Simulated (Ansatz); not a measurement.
**C₂HF₃Zr: how energies converge with the basis set**

One table from this session's results is given with a row withheld; the runs are named, their logs left out.

The runs use Ansatz 0.2.0, Gaussian basis; one geometry, several basis sets.

Levels to be run: PBE0-D4/def2-SVP; ωB97M-V/def2-SVP; PBE0-D4/def2-QZVPP; ωB97M-V/def2-QZVPP; the functionals' def2-TZVPP values are taken from earlier runs.

## The geometry

All runs share one geometry, relaxed beforehand with PBE0-D4 in a triple-zeta def2 set. Zr takes the def2 core potential; no spin-orbit term is included.

SMILES `C#[C][Zr]([F])([F])[F]`, 7 atoms, charge 0, spin multiplicity 1.

Atoms are counted from 1 here; the program's logs count them from 0.

Bond lengths: C1–C2 1.215 Å, C1–H7 1.068 Å, C2–Zr3 2.176 Å, Zr3–F4 1.890 Å, Zr3–F5 1.890 Å, Zr3–F6 1.890 Å. Angles: C2–C1–H7 180.0°, C1–C2–Zr3 179.9°, C2–Zr3–F4 109.2°, C2–Zr3–F5 109.2°, C2–Zr3–F6 109.2°, F4–Zr3–F5 109.8°, F4–Zr3–F6 109.8°, F5–Zr3–F6 109.8°.

The first run:

The input, in.yaml:

```yaml
crystal:
  periodic: [false, false, false]
  atoms:
    - {symbol: C, position_ang: [1.709986, -1.037339, 0.974263]}
    - {symbol: C, position_ang: [0.775856, -0.471627, 0.442485]}
    - {symbol: Zr, position_ang: [-0.896538, 0.543627, -0.510704]}
    - {symbol: F, position_ang: [-2.093869, -0.745798, -1.201229]}
    - {symbol: F, position_ang: [-0.245029, 1.628128, -1.915123]}
    - {symbol: F, position_ang: [-1.781412, 1.617532, 0.768649]}
    - {symbol: H, position_ang: [2.531006, -1.534533, 1.441658]}
basis:
  gaussian: {orbitals: def2-SVP}
hamiltonian: {xc: pbe0, dispersion: d4}
output: {orbitals: {seedname: orbitals}}
```

Command:

```sh
$ ansatz run in.yaml --threads 4 --pin off --events-out ev --progress --plain --max-ram 10444MiB
```

Steps of the session up to this table: PBE0-D4 in def2-SVP; ωB97M-V in def2-SVP; PBE0-D4 in def2-QZVPP; ωB97M-V in def2-QZVPP.

One table of the session follows, with a row left open; its other results are not shown here.

It belongs to the step «Density functionals: the series». 

```
functional       basis  HOMO (eV)  LUMO (eV)
   PBE0-D4    def2-SVP      -8.68      -1.99
   PBE0-D4  def2-TZVPP          ?          ?
   PBE0-D4  def2-QZVPP      -8.72      -2.04
   ωB97M-V    def2-SVP     -10.89       0.16
   ωB97M-V  def2-TZVPP     -10.93       0.07
   ωB97M-V  def2-QZVPP     -10.94       0.06
```

Estimate the missing values for PBE0-D4, def2-TZVPP.

**Answer.** HOMO (eV): -8.71; LUMO (eV): -2.05. In the column «HOMO (eV)» it lies between PBE0-D4, def2-QZVPP (-8.72) and PBE0-D4, def2-SVP (-8.68).
